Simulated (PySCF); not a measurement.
# C6H14BP: the cost of one run

The runs use PySCF 2.14.0, with density-fitted response routines of our own; the level of theory stands in each step. All values are computed, except where a source is named. Atoms count from 0, in the outputs and in this text.

### Step 1. The molecule as given

22 atoms, charge 0, multiplicity 1; geometry from: GFN2-xTB. The atoms were then displaced at random by about 0.01 Å, so the start is not that level's minimum.

Bonds of the start (Å): C0–C1 1.52, C1–C2 1.54, C2–C3 1.51, C3–C4 1.52, C4–C5 1.53, C5–B6 1.58, B6–P7 1.88, C5–C1 1.55, C0–H8 1.12, C0–H9 1.07, C0–H10 1.08, C1–H11 1.10, C2–H12 1.08, C2–H13 1.08, C3–H14 1.12, C3–H15 1.11, C4–H16 1.11, C4–H17 1.08, C5–H18 1.11, B6–H19 1.19, P7–H20 1.36, P7–H21 1.39.

### Step 2. Relaxing the molecule at PBE0-D3(BJ)/def2-SVP

The job: settings as JSON, then the geometry in Å.

```
{"job": {"xc": "PBE0", "basis": "def2-SVP", "d3": "d3bj", "grid": 1, "shake": 0.01, "kind": "geom"}, "charge": 0, "multiplicity": 1}
C     -0.135420    -1.085080    -1.456660
C      0.207740    -0.878450     0.005230
C     -0.913360    -1.389840     0.926200
C     -1.843610    -0.213610     1.094760
C     -1.147750     1.029650     0.574920
C      0.318610     0.617220     0.399040
B      1.249110     1.551950    -0.467150
P      2.823840     0.947990    -1.287950
H     -1.102910    -0.569700    -1.670090
H     -0.250590    -2.121020    -1.684720
H      0.606500    -0.635650    -2.093070
H      1.163660    -1.395280     0.198650
H     -0.493690    -1.644600     1.893240
H     -1.397120    -2.271230     0.537170
H     -2.792660    -0.401350     0.527060
H     -2.165710    -0.087750     2.150770
H     -1.229760     1.884860     1.274960
H     -1.571510     1.362480    -0.363420
H      0.776510     0.614050     1.407640
H      0.899660     2.672960    -0.663730
H      3.645680     1.973060    -0.952760
H      3.287680     0.043700    -0.336620
```

The run is started by

```
$ OMP_NUM_THREADS=1 python probes_run.py task.json out
```

The driver reads the jobs from task.json and runs them one after another.

Q: Estimate the wall time and peak memory of this first job on 1 thread of Intel Xeon Platinum 8488C, shared host.

About 2.6 min, with a peak of 0.82 GiB.
